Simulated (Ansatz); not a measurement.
# ClH3OSi2: how energies converge with the basis set

An exercise on one series of results from a longer session: the logs are not shown, and one member is left open.

The runs use Ansatz 0.2.0, Gaussian basis; one geometry, several basis sets.

Levels to be run: PBE0-D4/def2-SVP; ωB97M-V/def2-SVP; PBE0-D4/def2-QZVPP; ωB97M-V/def2-QZVPP; the functionals' def2-TZVPP values are taken from earlier runs.

**Structure used throughout**

The geometry comes from an earlier relaxation with PBE0-D4 in a triple-zeta def2 set; it is a stationary point, not always the lowest conformer.

SMILES `Cl[SiH]1O[SiH2]1`, 7 atoms, charge 0, spin multiplicity 1.

Atoms are counted from 1 here; the program's logs count them from 0.

Bond lengths: Cl1–Si2 2.041 Å, Si2–O3 1.676 Å, Si2–Si4 2.187 Å, Si2–H5 1.477 Å, O3–Si4 1.705 Å, Si4–H6 1.482 Å, Si4–H7 1.483 Å. Angles: Cl1–Si2–O3 114.5°, Cl1–Si2–Si4 123.8°, Cl1–Si2–H5 107.0°, O3–Si2–Si4 50.3°, O3–Si2–H5 114.5°, Si4–Si2–H5 129.0°, Si2–O3–Si4 80.6°, Si2–Si4–O3 49.1°, Si2–Si4–H6 123.4°, Si2–Si4–H7 125.5°, O3–Si4–H6 114.0°, O3–Si4–H7 114.0°, H6–Si4–H7 110.8°.

Set-up of the first run:

The input, in.yaml:

```yaml
crystal:
  periodic: [false, false, false]
  atoms:
    - {symbol: Cl, position_ang: [-2.627520, -0.578238, -0.336689]}
    - {symbol: Si, position_ang: [-0.744161, 0.106826, -0.725265]}
    - {symbol: O, position_ang: [0.477747, -0.991129, -0.394919]}
    - {symbol: Si, position_ang: [0.849084, 0.196997, 0.770367]}
    - {symbol: H, position_ang: [-0.748024, 0.620427, -2.110615]}
    - {symbol: H, position_ang: [0.679476, -0.257419, 2.170977]}
    - {symbol: H, position_ang: [2.174697, 0.834434, 0.580443]}
basis:
  gaussian: {orbitals: def2-SVP}
hamiltonian: {xc: pbe0, dispersion: d4}
output: {orbitals: {seedname: orbitals}}
```

Run with:

```bash
$ ansatz run in.yaml --threads 2 --pin off --events-out ev --progress --plain --max-ram 4352MiB
```

Among the steps run: PBE0-D4 in def2-SVP; ωB97M-V in def2-SVP; PBE0-D4 in def2-QZVPP; ωB97M-V in def2-QZVPP.

One of the session's tables, all rows but one given; the rest of the session is left out.

It belongs to the step «Density functionals: the series». 

```
functional       basis  HOMO (eV)
   PBE0-D4    def2-SVP          ?
   PBE0-D4  def2-TZVPP      -7.18
   PBE0-D4  def2-QZVPP      -7.22
   ωB97M-V    def2-SVP      -9.16
   ωB97M-V  def2-TZVPP      -9.22
   ωB97M-V  def2-QZVPP      -9.25
```

Estimate the missing values for PBE0-D4, def2-SVP.

As computed: HOMO (eV): -7.16. In the column «HOMO (eV)» it is the highest.
